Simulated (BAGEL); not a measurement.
# [B2H5O2]− (SMILES [BH3-]B(O)O) at HF/3-21G (density fitting with qzvpp-jkfit)

Aim: the vertical singlet–triplet gap of [B2H5O2]− at HF/3-21G (density fitting with qzvpp-jkfit), from 2 runs. 

Program for the calculation: BAGEL 1.2.2.

2 further runs of the same task are left out: 2 set aside as unsound or not needed. Runs told in other sessions of the task aren't counted.

### Step 1. The system as given

[B2H5O2]− has 9 atoms, charge -1, and is taken as a singlet. SMILES: `[BH3-]B(O)O`. The coordinates come from a GFN2-xTB relaxation. This is one conformer, not always the lowest.

Bond lengths: B1–B2 1.697 Å, B2–O3 1.407 Å, B2–O4 1.407 Å, B1–H5 1.238 Å, B1–H6 1.241 Å, B1–H7 1.238 Å, O3–H8 0.956 Å, O4–H9 0.956 Å. Some angles: B1–B2–O3 125.1°, B1–B2–O4 125.6°, O3–B2–O4 109.3°, B2–B1–H5 110.6°, B2–B1–H6 112.8°, B2–B1–H7 112.0°, B2–O3–H8 108.5°, B2–O4–H9 108.3°, H5–B1–H6 107.1°, H5–B1–H7 106.4°.

### Step 2. A single-point energy at HF/3-21G (density fitting with qzvpp-jkfit)

Contents of job.json:

```json
{ "bagel" : [

{
  "title" : "molecule",
  "basis" : "3-21g",
  "df_basis" : "qzvpp-jkfit",
  "angstrom" : true,
  "geometry" : [
    { "atom" : "B", "xyz" : [    0.254680,    0.940610,   -0.319590 ] },
    { "atom" : "B", "xyz" : [   -0.171720,   -0.610840,    0.220640 ] },
    { "atom" : "O", "xyz" : [    0.717840,   -1.692820,    0.355770 ] },
    { "atom" : "O", "xyz" : [   -1.467670,   -1.025080,    0.580350 ] },
    { "atom" : "H", "xyz" : [    0.503080,    0.926310,   -1.531980 ] },
    { "atom" : "H", "xyz" : [   -0.645350,    1.775930,   -0.140800 ] },
    { "atom" : "H", "xyz" : [    1.274260,    1.363820,    0.241170 ] },
    { "atom" : "H", "xyz" : [    1.593070,   -1.398680,    0.109540 ] },
    { "atom" : "H", "xyz" : [   -2.058200,   -0.279260,    0.484900 ] }
  ]
},
{
  "title" : "hf",
  "charge" : -1
},
{
  "title" : "print",
  "file" : "orbitals.molden",
  "orbitals" : true
}

]}
```

Launch:

```console
BAGEL_NUM_THREADS=1 BAGEL job.json > job.out
```

The program printed:

```text
* using 1 threads per process

  ===============================================================
  ===============================================================

  *** Geometry ***

  { "atom" : "B", "xyz" : [      0.481275,      1.777495,     -0.603938 ] },
  { "atom" : "B", "xyz" : [     -0.324504,     -1.154320,      0.416949 ] },
  { "atom" : "O", "xyz" : [      1.356521,     -3.198966,      0.672308 ] },
  { "atom" : "O", "xyz" : [     -2.773494,     -1.937120,      1.096703 ] },
  { "atom" : "H", "xyz" : [      0.950683,      1.750472,     -2.895023 ] },
  { "atom" : "H", "xyz" : [     -1.219535,      3.356021,     -0.266073 ] },
  { "atom" : "H", "xyz" : [      2.408002,      2.577246,      0.455745 ] },
  { "atom" : "H", "xyz" : [      3.010466,     -2.643122,      0.207001 ] },
  { "atom" : "H", "xyz" : [     -3.889434,     -0.527725,      0.916328 ] },

  Number of auxiliary basis functions:      394

  Since a DF basis is specified, we compute 2- and 3-index integrals:
    o Being stored without compression. Storage requirement is 0.007 GB

  Number of basis functions:       46
  Number of electrons      :       31

    * METHOD: MOLECULE                             0.10

  *** RHF ***

  === Nuclear Repulsion ===
   103.3700351057

      * DIIS with orbital gradients will be used.

  === RHF iteration (3-21g) ===
      0       -200.77827535          0.03454979           0.02
      1       -200.92230679          0.01862980           0.02
      2       -200.96623488          0.00201976           0.02
      3       -200.96733670          0.00045703           0.02
      4       -200.96740348          0.00008991           0.02
      5       -200.96740714          0.00001199           0.02
      6       -200.96740721          0.00000289           0.02
      7       -200.96740721          0.00000073           0.02
      8       -200.96740721          0.00000031           0.02
      9       -200.96740721          0.00000009           0.02
     10       -200.96740721          0.00000003           0.02
     11       -200.96740721          0.00000001           0.02
     12       -200.96740721          0.00000000           0.02
    * SCF iteration converged.

    * Permanent dipole moment:
           (    0.329635,     1.299760,    -0.438825) a.u.

    * METHOD: HF                                   0.30

    * METHOD: PRINT                                0.00

  ===============================================================
```

Run time: 0.56 s. Hardware: 1 thread of Arm Neoverse V2, shared host; peak memory 0.084 GiB.

### Step 3. The triplet, same level

Contents of calc.json:

```json
{ "bagel" : [

{
  "title" : "molecule",
  "basis" : "3-21g",
  "df_basis" : "qzvpp-jkfit",
  "angstrom" : true,
  "geometry" : [
    { "atom" : "B", "xyz" : [       0.254680,       0.940610,      -0.319590 ] },
    { "atom" : "B", "xyz" : [      -0.171720,      -0.610840,       0.220640 ] },
    { "atom" : "O", "xyz" : [       0.717840,      -1.692820,       0.355770 ] },
    { "atom" : "O", "xyz" : [      -1.467670,      -1.025080,       0.580350 ] },
    { "atom" : "H", "xyz" : [       0.503080,       0.926310,      -1.531980 ] },
    { "atom" : "H", "xyz" : [      -0.645350,       1.775930,      -0.140800 ] },
    { "atom" : "H", "xyz" : [       1.274260,       1.363820,       0.241170 ] },
    { "atom" : "H", "xyz" : [       1.593070,      -1.398680,       0.109540 ] },
    { "atom" : "H", "xyz" : [      -2.058200,      -0.279260,       0.484900 ] }
  ]
},

{
  "title" : "uhf",
  "charge" : -1,
  "nopen" : 2
},

{
  "title" : "print",
  "file" : "orbitals.molden",
  "orbitals" : true
}

]}
```

Launch:

```console
BAGEL_NUM_THREADS=1 BAGEL calc.json > calc.out
```

The program printed:

```text
* using 1 threads per process

  ===============================================================
  ===============================================================

  *** Geometry ***

  { "atom" : "B", "xyz" : [      0.481275,      1.777495,     -0.603938 ] },
  { "atom" : "B", "xyz" : [     -0.324504,     -1.154320,      0.416949 ] },
  { "atom" : "O", "xyz" : [      1.356521,     -3.198966,      0.672308 ] },
  { "atom" : "O", "xyz" : [     -2.773494,     -1.937120,      1.096703 ] },
  { "atom" : "H", "xyz" : [      0.950683,      1.750472,     -2.895023 ] },
  { "atom" : "H", "xyz" : [     -1.219535,      3.356021,     -0.266073 ] },
  { "atom" : "H", "xyz" : [      2.408002,      2.577246,      0.455745 ] },
  { "atom" : "H", "xyz" : [      3.010466,     -2.643122,      0.207001 ] },
  { "atom" : "H", "xyz" : [     -3.889434,     -0.527725,      0.916328 ] },

  Number of auxiliary basis functions:      394

  Since a DF basis is specified, we compute 2- and 3-index integrals:
    o Being stored without compression. Storage requirement is 0.007 GB

  Number of basis functions:       46
  Number of electrons      :       31

    * METHOD: MOLECULE                             0.10

  *** Open-shell HF ***

  === Nuclear Repulsion ===
   103.3700351057

      * DIIS with orbital gradients will be used.

  === UHF iteration (3-21g) ===
      0       -200.56130322          0.06429061           0.04
      1       -200.69384526          0.03581539           0.03
      2       -200.72722282          0.02268536           0.04
      3       -200.74432246          0.00258396           0.03
      4       -200.74572294          0.00063535           0.04
      5       -200.74588189          0.00023156           0.04
      6       -200.74591797          0.00006339           0.04
      7       -200.74592340          0.00003521           0.04
      8       -200.74592527          0.00001677           0.04
      9       -200.74592550          0.00000679           0.04
     10       -200.74592554          0.00000354           0.04
     11       -200.74592555          0.00000211           0.04
     12       -200.74592555          0.00000123           0.04
     13       -200.74592555          0.00000061           0.04
     14       -200.74592555          0.00000030           0.04
     15       -200.74592555          0.00000018           0.03
     16       -200.74592555          0.00000009           0.04
     17       -200.74592555          0.00000005           0.03
     18       -200.74592555          0.00000003           0.04
     19       -200.74592555          0.00000002           0.03
     20       -200.74592555          0.00000001           0.04
     21       -200.74592555          0.00000000           0.03
    * SCF iteration converged.

    * S^2 (UHF) is 2.0082

    * Permanent dipole moment:
           (    0.087971,     0.258820,    -0.098207) a.u.

    * METHOD: UHF                                  0.84

    * METHOD: PRINT                                0.00

  ===============================================================
```

Run time: 1.1 s. Hardware: 1 thread of Arm Neoverse V2, shared host; peak memory 0.084 GiB.

### Step 4. Summary of results

Level: HF/3-21G (density fitting with qzvpp-jkfit).

| quantity | value |
| --- | --- |
| singlet: total energy | -200.96741 Eh |
| singlet: HOMO energy | -4.45 eV |
| singlet: LUMO energy | 11.00 eV |
| singlet: HOMO–LUMO gap (to an unbound level, set by the basis) | 15.46 eV |
| triplet: total energy | -200.74593 Eh |
| triplet: ⟨S²⟩ | 2.008 |
| vertical energy of the triplet above the singlet | 6.027 eV |

**Reading.** At this shape the triplet lies 6.03 eV (582 kJ/mol) above the singlet. For an anion a state so high probably lies above electron detachment.
